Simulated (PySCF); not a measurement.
# BCl2F (dichlorofluoroborane) at M06-2X/3-21G

What is the vertical ionisation energy of BCl2F (dichlorofluoroborane) at M06-2X/3-21G? The job is set up through a Python script.

The results are computed with PySCF 2.14.0.

**1. Starting point**

BCl2F: 4 atoms, total charge 0, spin state singlet. As SMILES, `FB(Cl)Cl`. Geometry: relaxed at PBE0-D4/def2-TZVP.

Bond lengths: F1–B2 1.310 Å, B2–Cl3 1.739 Å, B2–Cl4 1.739 Å. Angles: F1–B2–Cl3 119.3°, F1–B2–Cl4 119.3°, Cl3–B2–Cl4 121.5°.

**2. The energy at M06-2X/3-21G**

File job.py:

```python
# FB(Cl)Cl
from pyscf import gto, dft

mol = gto.M(
    atom='''
F      0.216128    -2.202136    -1.476235
B      0.014948    -0.152331    -0.102121
Cl    -2.928206     0.706342     1.079827
Cl     2.697131     1.648106     0.498529
''',
    unit='bohr',
    max_memory=1860,
    verbose=3,
    spin=0,
    basis='3-21g',
)

calc0 = dft.RKS(mol)
calc0.xc = 'm06-2x'
calc0.conv_tol = 1e-10
calc0.grids.level = 4
calc0.kernel()
if not calc0.converged:
    calc0 = calc0.newton().run(calc0.mo_coeff, calc0.mo_occ)

energy = calc0.e_tot
print('Final energy', energy)
```

Started as:

```
OMP_NUM_THREADS=1 python job.py
```

Standard output:

```text
converged SCF energy = -1040.03137301989
Final energy -1040.0313730198914
```

Wall time 5.7 s (1 thread of Arm Neoverse V1, shared host); peak memory 0.26 GiB.

**3. The doublet cation, same level**

File job.py:

```python
from pyscf import gto, dft

mol = gto.Mole()
mol.atom = '''
F    0.114370  -1.165320  -0.781190
B    0.007910  -0.080610  -0.054040
Cl  -1.549540   0.373780   0.571420
Cl   1.427260   0.872140   0.263810
'''
mol.charge = 1
mol.basis = '3-21g'
mol.verbose = 4
mol.spin = 1
mol.max_memory = 1860
mol.build()

ks = dft.UKS(mol)
ks.xc = 'm06-2x'
ks.conv_tol = 1e-10
ks.grids.level = 4
ks.kernel()
if not ks.converged:
    ks = ks.newton().run(ks.mo_coeff, ks.mo_occ)

e_final = ks.e_tot
print('Final energy', e_final)
```

Started as:

```
OMP_NUM_THREADS=1 python job.py
```

Standard output:

```text
PySCF version 2.14.0

[INPUT] num. atoms = 4
[INPUT] num. electrons = 47
[INPUT] charge = 1
[INPUT] spin (= nelec alpha-beta = 2S) = 1
[INPUT] symmetry False subgroup None
[INPUT] Mole.unit = angstrom
[INPUT] Symbol           X                Y                Z      unit          X                Y                Z       unit  Magmom
[INPUT]  1 F      0.114370000000  -1.165320000000  -0.781190000000 AA    0.216127976867  -2.202135647478  -1.476235151249 Bohr   0.0
[INPUT]  2 B      0.007910000000  -0.080610000000  -0.054040000000 AA    0.014947733645  -0.152330822901  -0.102120799771 Bohr   0.0
[INPUT]  3 Cl    -1.549540000000   0.373780000000   0.571420000000 AA   -2.928206219059   0.706341830840   1.079827302099 Bohr   0.0
[INPUT]  4 Cl     1.427260000000   0.872140000000   0.263810000000 AA    2.697130508547   1.648105742278   0.498528648922 Bohr   0.0

nuclear repulsion = 181.669072871547
number of shells = 24
number of NR pGTOs = 84
number of NR cGTOs = 44
basis = 3-21g
ecp = {}

[... 35 lines left out ...]
WARN: HOMO -0.399165209823432 >= LUMO -0.399165209823436
[... 54 lines left out ...]
converged SCF energy = -1039.56943079743  <S^2> = 0.75591515  2S+1 = 2.0059064
Final energy -1039.5694307974295
```

It took 14 s on 1 thread of Arm Neoverse V1, shared host; peak memory 0.29 GiB.

**4. Results**

At M06-2X/3-21G:

```
                                          quantity           value
                       singlet BCl2F: total energy  -1040.03137 Eh
                      singlet BCl2F: dipole moment          0.27 D
                        singlet BCl2F: HOMO energy       -11.02 eV
                        singlet BCl2F: LUMO energy        -0.30 eV
                      singlet BCl2F: HOMO–LUMO gap        10.72 eV
                      doublet cation: total energy  -1039.56943 Eh
doublet cation: HOMO energy (highest over α and β)       -17.93 eV
 doublet cation: LUMO energy (lowest over α and β)       -14.16 eV
                              doublet cation: ⟨S²⟩           0.756
vertical ionisation energy (to the doublet cation)       12.570 eV
```

In words: Removing an electron at fixed nuclei costs 12.57 eV (1213 kJ/mol). The negative HOMO energy of the first species, 11.02 eV, lies 1.55 eV below that difference. Mulliken charges (singlet BCl2F) run from -0.20 on F1 to +0.39 on B2; they depend strongly on the basis. Mulliken charges (doublet cation) run from -0.13 on F1 to +0.42 on B2.
